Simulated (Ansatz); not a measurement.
# HfBr2Cl2: basis-set convergence

Aim: see how fast density functionals converge with the basis set for HfBr2Cl2.

Method: one geometry, several basis sets; program: Ansatz 0.2.0, Gaussian basis.

Plan: PBE0-D4/def2-SVP; ωB97M-V/def2-SVP; PBE0-D4/def2-QZVPP; ωB97M-V/def2-QZVPP; the functionals' def2-TZVPP values are taken from earlier runs.

## (1) The relaxed structure

The geometry comes from an earlier relaxation with PBE0-D4 in a triple-zeta def2 set; it is a stationary point. Hf takes the def2 core potential; no spin-orbit term is included.

SMILES `[Cl][Hf]([Cl])([Br])[Br]`, 5 atoms, charge 0, spin multiplicity 1.

Atoms are counted from 1 here; the program's logs count them from 0.

Bond lengths: Cl1–Hf2 2.315 Å, Hf2–Cl3 2.315 Å, Hf2–Br4 2.472 Å, Hf2–Br5 2.472 Å. Angles: Cl1–Hf2–Cl3 109.2°, Cl1–Hf2–Br4 109.5°, Cl1–Hf2–Br5 109.5°, Cl3–Hf2–Br4 109.5°, Cl3–Hf2–Br5 109.5°, Br4–Hf2–Br5 109.8°.

## (2) PBE0-D4 in def2-SVP

in.yaml reads:

```yaml
crystal:
  periodic: [false, false, false]
  atoms:
    - {symbol: Cl, position_ang: [-0.594993, -0.329480, 2.223266]}
    - {symbol: Hf, position_ang: [0.025972, -0.032432, 0.013395]}
    - {symbol: Cl, position_ang: [1.978056, -1.208126, -0.392162]}
    - {symbol: Br, position_ang: [-1.765819, -0.874861, -1.466346]}
    - {symbol: Br, position_ang: [0.406684, 2.371200, -0.419553]}
basis:
  gaussian: {orbitals: def2-SVP}
hamiltonian: {xc: pbe0, dispersion: d4}
output: {orbitals: {seedname: orbitals}}
```

Command:

```console
ansatz run in.yaml --threads 4 --pin off --events-out ev --progress --plain --max-ram 11315MiB
```

Further steps of the session: ωB97M-V in def2-SVP; PBE0-D4 in def2-QZVPP; ωB97M-V in def2-QZVPP.

Q: Predict the results of all the runs planned. Wanted: PBE0-D4: double and triple zeta above quadruple; ωB97M-V: double and triple zeta above quadruple.

**Answer**, as computed:

| quantity | value |
| --- | --- |
| PBE0-D4: double and triple zeta above quadruple | 29.53, 3.60 eV |
| ωB97M-V: double and triple zeta above quadruple | 29.20, 3.46 eV |

In words: For PBE0-D4 the step from double to triple zeta gains 25.93 eV and the next only 3.60 eV. Total energies overstate the basis error of differences, where much of it tends to cancel.
